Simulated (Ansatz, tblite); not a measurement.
# (CuSH)4 ring (Cu4H4S4): charged states by level of theory

What does removing an electron cost or gain for (CuSH)4 ring (Cu4H4S4)? Each charged state is run at several levels.

Method: as each input shows; program: Ansatz 0.2.0, Gaussian basis.

The runs, in order: charge +1 doublet, at the geometry of the singlet (PBE0-D4/def2-TZVP, PBE-D4/def2-TZVP, ωB97X-V/def2-TZVP); the starting singlet's energies come from earlier runs.

1 further run of the same task is left out (set aside as unsound or not needed).

## 1. The structure

The geometry is that of the singlet, from an earlier relaxation (r2SCAN-D4/def2-SVP).

12 atoms, charge 0, spin multiplicity 1.

Atoms are counted from 1 here; the program's logs count them from 0.

Bond lengths: Cu1–S2 2.211 Å, Cu1–S8 2.211 Å, S2–Cu3 2.211 Å, S2–H9 1.359 Å, Cu3–S4 2.211 Å, S4–Cu5 2.211 Å, S4–H10 1.359 Å, Cu5–S6 2.211 Å, S6–Cu7 2.211 Å, S6–H11 1.359 Å, Cu7–S8 2.211 Å, S8–H12 1.359 Å. Angles: S2–Cu1–S8 175.9°, Cu1–S2–Cu3 68.9°, Cu1–S2–H9 97.4°, Cu3–S2–H9 97.2°, S2–Cu3–S4 175.9°, Cu3–S4–Cu5 68.9°, Cu3–S4–H10 97.2°, Cu5–S4–H10 97.4°, S4–Cu5–S6 175.9°, Cu5–S6–Cu7 68.9°, Cu5–S6–H11 97.0°, Cu7–S6–H11 97.2°, S6–Cu7–S8 176.0°, Cu1–S8–Cu7 68.9°, Cu1–S8–H12 97.0°, Cu7–S8–H12 97.1°.

No spin-orbit coupling is included.

## 2. Charge +1 doublet at the fixed geometry, PBE0-D4/def2-TZVP

Input file in.yaml:

```yaml
crystal:
  periodic: [false, false, false]
  atoms:
    - {symbol: Cu, position_ang: [-1.172788, -1.284510, -0.313077]}
    - {symbol: S, position_ang: [-1.140033, -1.937368, 1.798815]}
    - {symbol: Cu, position_ang: [-0.665641, 0.214433, 1.622103]}
    - {symbol: S, position_ang: [-0.251478, 2.385674, 1.589801]}
    - {symbol: Cu, position_ang: [1.174647, 1.283190, 0.309854]}
    - {symbol: S, position_ang: [2.706300, 0.293452, -0.939483]}
    - {symbol: Cu, position_ang: [0.667432, -0.215746, -1.625202]}
    - {symbol: S, position_ang: [-1.314357, -0.741760, -2.451320]}
    - {symbol: H, position_ang: [-2.469718, -1.799185, 2.045290]}
    - {symbol: H, position_ang: [0.517170, 2.429613, 2.710138]}
    - {symbol: H, position_ang: [2.919371, 1.329509, -1.793290]}
    - {symbol: H, position_ang: [-0.970882, -1.957292, -2.953632]}
basis:
  gaussian: {orbitals: def2-TZVP}
total_charge: 1
magnetization: {spin_polarized: true, initial_magnetization: 1}
hamiltonian: {xc: pbe0, dispersion: d4}
scf: {omitted_lower_state_checks: [starts]}
output: {orbitals: {seedname: orbitals}}
```

Run with:

```console
ansatz run in.yaml --threads 2 --pin off --events-out ev --progress --plain --max-ram 22528MiB --backend cuda --devices 0, --max-vram 18GiB
```

The program printed:

```text
Functional definition: PBE0
  name "PBE0"
  cite "Adamo & Barone, J. Chem. Phys. 110, 6158 (1999) doi:10.1063/1.478522"
  cite "Perdew, Burke & Ernzerhof, Phys. Rev. Lett. 77, 3865 (1996) doi:10.1103/PhysRevLett.77.3865"
  parent pbe
  parameter a = 0.25
  parameter kappa = 0.804
  parameter beta = 0.06672455060314922
  exchange = (1 - a)*pbe_x(kappa = kappa, mu = beta*pi^2/3) + a*exact_x
  correlation = pbe_c(beta = beta)
these checks for a lower state are left out or cut short: starts
2952 factors; integrals over basis functions are off by at most 1.1e-3 eV
mean field evaluation 1: about -221903.1072 eV, gradient 1.2e2 eV
mean field evaluation 2: about -219654.6022 eV, gradient 9.1e2 eV
mean field evaluation 4: about -221923.8093 eV, gradient 5.5e1 eV
mean field evaluation 8: about -221930.9384 eV, gradient 2.0e0 eV
mean field evaluation 16: about -221931.4829 eV, gradient 3.6e-2 eV
mean field evaluation 32: about -221931.4829 eV, gradient 6.6e-4 eV
mean field -221931.48290734 eV, -8155.8315662828 hartree, gradient 7.1e-6 eV, S^2 0.756289; 0 other end points of the search recorded, 0 dependent functions left out
reference -221931.48295763 eV, -8155.8315681310 hartree; 92, 91 occupied and 260, 261 virtual orbitals, 2952 factors
Total energy: -221932.09937830 eV, -8155.8542211727 hartree
Checks for a lower state left out: starts
```

Wall time 11 s (1 × H100 (card shared with other runs) with 2 threads of AMD EPYC 7R13, shared host); peak host memory 1 GiB.

HOMO -11.51 eV, LUMO -9.89 eV (over both spins); ⟨S²⟩ 0.756 (pure: 0.75).

## 3. Charge +1 doublet at the fixed geometry, PBE-D4/def2-TZVP

start.molden holds the orbitals of an earlier run on this state, given as this run's starting guess.

Changes to in.yaml since step 2:

```diff
@@ -16,6 +16,6 @@
 basis:
-  gaussian: {orbitals: def2-TZVP}
+  gaussian: {orbitals: def2-TZVP, initial_orbitals: start.molden}
 total_charge: 1
 magnetization: {spin_polarized: true, initial_magnetization: 1}
-hamiltonian: {xc: pbe0, dispersion: d4}
+hamiltonian: {xc: pbe, dispersion: d4}
 scf: {omitted_lower_state_checks: [starts]}
```

Same command.

The program printed:

```text
Functional definition: PBE
  name "PBE"
  cite "Perdew, Burke & Ernzerhof, Phys. Rev. Lett. 77, 3865 (1996) doi:10.1103/PhysRevLett.77.3865"
  parent pbe
  parameter kappa = 0.804
  parameter beta = 0.06672455060314922
  exchange = pbe_x(kappa = kappa, mu = beta*pi^2/3)
  correlation = pbe_c(beta = beta)
these checks for a lower state are left out or cut short: starts
3032 factors; their error is unknown
mean field evaluation 1: about -221929.1973 eV, gradient 1.5e1 eV
mean field evaluation 2: about -221929.6817 eV, gradient 6.3e-1 eV
mean field evaluation 4: about -221929.5513 eV, gradient 9.6e-2 eV
mean field evaluation 8: about -221929.5514 eV, gradient 2.4e-5 eV
mean field -221929.55135035 eV, -8155.7605828727 hartree, gradient 2.4e-5 eV, S^2 0.751195; 0 other end points of the search recorded, 0 dependent functions left out
reference -221929.55141714 eV, -8155.7605853272 hartree; 92, 91 occupied and 260, 261 virtual orbitals, 3032 factors
Total energy: -221930.25108757 eV, -8155.7862977411 hartree
Checks for a lower state left out: starts
```

Run time: 3.6 s. Hardware: 1 × H100 (card shared with other runs) with 2 threads of AMD EPYC 7R13, shared host; peak host memory 0.98 GiB.

HOMO -10.39 eV, LUMO -10.06 eV (over both spins); ⟨S²⟩ 0.751 (pure: 0.75).

## 4. Charge +1 doublet at the fixed geometry, ωB97X-V/def2-TZVP

Changes to in.yaml since step 3:

```diff
@@ -19,3 +19,3 @@
 magnetization: {spin_polarized: true, initial_magnetization: 1}
-hamiltonian: {xc: pbe, dispersion: d4}
+hamiltonian: {xc: {name: wB97X-V}}
 scf: {omitted_lower_state_checks: [starts]}
```

The command is unchanged.

The program printed, shortened:

```text
Functional definition: wB97X-V
  name "wB97X-V"
  cite "Mardirossian & Head-Gordon, Phys. Chem. Chem. Phys. 16, 9904 (2014) doi:10.1039/C3CP54374A"
  cite "Becke, J. Chem. Phys. 107, 8554 (1997) doi:10.1063/1.475007"
  cite "Vydrov & Van Voorhis, J. Chem. Phys. 133, 244103 (2010) doi:10.1063/1.3521275"
[...]
      + integral(e_c_pw_opposite_spin*poly(b97_u_opposite, cos0, cos1)) + vv10(b, c)
[...]
2952 factors; integrals over basis functions are off by at most 1.1e-3 eV
559 factors; integrals over basis functions are off by at most 6.9e-6 eV
[...]
mean field -221948.60645220 eV, -8156.4608449495 hartree, gradient 4.1e-6 eV, S^2 0.766502; 0 other end points of the search recorded, 0 dependent functions left out
reference -221948.60644898 eV, -8156.4608448314 hartree; 92, 91 occupied and 260, 261 virtual orbitals, 2952 factors
Total energy: -221948.60644898 eV, -8156.4608448314 hartree
Checks for a lower state left out: starts
```

Run time: 18 s. Hardware: 1 × H100 (card shared with other runs) with 2 threads of AMD EPYC 7R13, shared host; peak host memory 1.3 GiB.

Report: HOMO -13.35 eV, LUMO -8.40 eV (over both spins); ⟨S²⟩ 0.767 (pure: 0.75).

## 5. Vertical ionisation energy

Charged state less starting state, singlet to doublet; the starting state's energies are those of its earlier runs.

```tsv
level	vertical ionisation energy (eV)	time
PBE-D4/def2-TZVP	+7.77	6.1 s
PBE0-D4/def2-TZVP	+8.43	14 s
ωB97X-V/def2-TZVP	+8.89	25 s
```

Times add the two runs; a level without a time comes out of a correlated run.

Beside −ε(HOMO) of the starting state:

```tsv
level	−ε(HOMO) (eV)	by difference (eV)	mismatch (eV)
PBE-D4/def2-TZVP	5.42	7.77	-2.35
PBE0-D4/def2-TZVP	6.95	8.43	-1.48
ωB97X-V/def2-TZVP	9.25	8.89	+0.35
```

## 6. What came out

| quantity | value |
| --- | --- |
| vertical ionisation energy, functionals in def2-TZVP | 7.77 (PBE-D4) to 8.89 eV (ωB97X-V) |

In words: The vertical ionisation energy spans 7.77 to 8.89 eV over the functionals. −ε(HOMO) misses the level's own difference by +0.35 eV at best (ωB97X-V) and -2.35 eV at worst (PBE-D4). The charged states' spins were chosen beforehand and needn't be their lowest.
